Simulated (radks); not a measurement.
# The Coulomb parameter U of the 5d shell of Ir

The task here is to estimate one member of a computed series from the others.

Program: radks (a radial shooting solver on a logarithmic mesh, Libxc functionals) version 1. Level of theory: Dirac Kohn-Sham, PBE, spin-unpolarised, spherical densities, point nucleus; open shells are shared between the two j in proportion to 2j + 1. These are calculated values, not measurements, unless marked.

## Starting point

| Item | Value |
| --- | --- |
| element | iridium (Z = 77) |
| charge | 0 |
| electrons | 77 |
| configuration | [Xe] 4f14 5d8 6s1 |

The outer shells:

Ir
```
[Xe] core
4f [↑↓][↑↓][↑↓][↑↓][↑↓][↑↓][↑↓]
5d [↑↓][↑↓][↑↓][↑ ][↑ ]
6s [↑ ]
```

The first run:

Input:

```text
Z 77
configuration [Xe] 4f14 5d8 6s1
relativity Dirac
functional pbe,pbe
spin unpolarised
j_filling average
nucleus point
c 137.035999084
```

Among the steps run: Start: [Xe] 4f14 5d8 6s1.

One table of the session follows, with a row left open; its other results are not shown here.

It belongs to the step «Start: [Xe] 4f14 5d8 6s1». Radial moments (bohr):

```
level     <r>  outermost maximum (interpolated)  90 % within  nodes
5s1/2  0.9802                             0.892         1.40      4
5p1/2   1.068                             0.948         1.55      3
4f5/2       ?                                 ?            ?      ?
4f7/2  0.5394                             0.397        0.876      0
5p3/2   1.170                              1.03         1.71      3
5d3/2   1.737                              1.29         2.78      2
6s1/2   3.005                              2.45         4.53      5
5d5/2   1.832                              1.34         2.96      2
```

Estimate the missing values for 4f5/2.

**Answer.** <r>: 0.5316; outermost maximum (interpolated): 0.393; 90 % within: 0.863; nodes: 0. In the column «<r>» it is the lowest.
